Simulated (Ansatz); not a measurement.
# WHO+ (singlet): wave-function methods side by side, def2-TZVPP

One table from this session's results is given with a row withheld; the runs are named, their logs left out.

Method: def2-TZVPP, core rule «outside noble gas», up to 5 orbitals frozen; program: Ansatz 0.2.0, Gaussian basis.

To be run: UHF; CCSD(T) on RHF; CCSD(T) on UHF; CCSDT(Q) on RHF; CCSDT(Q) on UHF.

5 further runs of the same task are left out: 1 for a known fault of the program, 4 set aside as unsound or not needed.

## The geometry

The geometry is a PBE0/def2-TZVP stationary point (not a proven minimum) of the parent state, kept for this charge and spin. No spin-orbit coupling is included. Elements past krypton take def2 core potentials.

3 atoms, charge 1, spin multiplicity 1.

Atoms are counted from 1 here; the program's logs count them from 0.

Bond lengths: W1–O2 1.795 Å, O2–H3 0.974 Å. Angles: W1–O2–H3 128.0°.

The first run:

Input file in.yaml:

```yaml
crystal:
  periodic: [false, false, false]
  atoms:
    - {symbol: W, position_ang: [0.000000, -0.170624, 1.409222]}
    - {symbol: O, position_ang: [0.000000, -0.279768, -0.381991]}
    - {symbol: H, position_ang: [0.000000, 0.450392, -1.027231]}
basis:
  gaussian: {orbitals: def2-TZVPP}
total_charge: 1
magnetization: {spin_polarized: true, initial_magnetization: 0}
hamiltonian: {xc: hf}
output: {orbitals: {seedname: orbitals}}
```

On the command line:

```console
> ansatz run in.yaml --threads 1 --pin off --events-out ev --progress --plain --max-ram 3968MiB --backend cpu
```

Among the steps run: UHF; CCSD(T) on RHF; CCSD(T) on UHF; CCSDT(Q) on RHF; CCSDT(Q) on UHF.

One table of the session follows, with a row left open; its other results are not shown here.

It belongs to the step «Misses and costs». 

| method | from RCCSDT(Q) (meV) |
| --- | --- |
| RHF | +11269.5 |
| UHF | +9623.8 |
| RMP2 | +1046.2 |
| UMP2 | +168.0 |
| RCCSD | +814.8 |
| UCCSD | -409.8 |
| RCCSD(T) | +187.1 |
| UCCSD(T) | -1237.8 |
| RCCSDT | +63.2 |
| UCCSDT | -1768.1 |
| RCCSDT(Q) | 0 |
| UCCSDT(Q) | ? |

Estimate the missing values for UCCSDT(Q).

**Answer.** from RCCSDT(Q) (meV): -1826.9. In the column «from RCCSDT(Q) (meV)» it is the lowest.

The program flags UCCSD(T), UCCSDT(Q) as in doubt (see the logs), so those rows may rest on another solution; read them beside their warnings.

Caveats from the session: The determinant is far from a pure spin state, so its energy mixes those of several spin states (harmless only where they are near-degenerate, as at dissociation). The program flags UCCSD(T), UCCSDT(Q) as in doubt, so those rows may rest on another solution; read them beside their warnings. Warnings: restricted reference is unstable; spin contamination; coupled cluster took another determinant than the lowest; large T1 diagnostic. Restricted and unrestricted rows rest on different reference determinants; where their highest levels disagree by more than a few hundredths of an eV, they describe different states and don't form one ladder.
